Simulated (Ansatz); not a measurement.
# C2H4OSi: small, medium and large basis sets

The task here is to estimate one member of a computed series from the others.

Computed with Ansatz 0.2.0, Gaussian basis. Level: one geometry, several basis sets.

The runs, in order: PBE0-D4/def2-SVP; ωB97M-V/def2-SVP; PBE0-D4/def2-QZVPP; ωB97M-V/def2-QZVPP; the functionals' def2-TZVPP values are taken from earlier runs.

## The geometry

An earlier PBE0-D4 in a triple-zeta def2 set relaxation fixed the geometry.

SMILES `O=C=C[SiH3]`, 8 atoms, charge 0, spin multiplicity 1.

Atoms are counted from 1 here; the program's logs count them from 0.

Bond lengths: O1–C2 1.155 Å, C2–C3 1.307 Å, C3–Si4 1.847 Å, C3–H5 1.084 Å, Si4–H6 1.486 Å, Si4–H7 1.486 Å, Si4–H8 1.484 Å. Angles: O1–C2–C3 178.2°, C2–C3–Si4 120.3°, C2–C3–H5 117.2°, Si4–C3–H5 122.5°, C3–Si4–H6 110.7°, C3–Si4–H7 110.7°, C3–Si4–H8 108.0°, H6–Si4–H7 108.1°, H6–Si4–H8 109.6°, H7–Si4–H8 109.6°.

The first run:

in.yaml

```yaml
crystal:
  periodic: [false, false, false]
  atoms:
    - {symbol: O, position_ang: [1.434399, -1.284872, 1.947165]}
    - {symbol: C, position_ang: [1.186876, -0.644684, 1.017838]}
    - {symbol: C, position_ang: [0.866896, 0.072120, -0.027274]}
    - {symbol: Si, position_ang: [-0.904853, 0.278645, -0.507895]}
    - {symbol: H, position_ang: [1.678697, 0.527262, -0.583074]}
    - {symbol: H, position_ang: [-1.291097, 1.713660, -0.489318]}
    - {symbol: H, position_ang: [-1.142927, -0.245373, -1.878124]}
    - {symbol: H, position_ang: [-1.735891, -0.473958, 0.464983]}
basis:
  gaussian: {orbitals: def2-SVP}
hamiltonian: {xc: pbe0, dispersion: d4}
output: {orbitals: {seedname: orbitals}}
```

Steps of the session up to this table: PBE0-D4 in def2-SVP; ωB97M-V in def2-SVP; PBE0-D4 in def2-QZVPP; ωB97M-V in def2-QZVPP.

One table of the session follows, with a row left open; its other results are not shown here.

It belongs to the step «Density functionals: the series». 

```
functional       basis  HOMO (eV)
   PBE0-D4    def2-SVP      -7.18
   PBE0-D4  def2-TZVPP      -7.26
   PBE0-D4  def2-QZVPP      -7.28
   ωB97M-V    def2-SVP      -9.32
   ωB97M-V  def2-TZVPP          ?
   ωB97M-V  def2-QZVPP      -9.46
```

**Question.** Estimate the row for ωB97M-V, def2-TZVPP.

The run gave: HOMO (eV): -9.44. In the column «HOMO (eV)» it lies between ωB97M-V, def2-QZVPP (-9.46) and ωB97M-V, def2-SVP (-9.32).
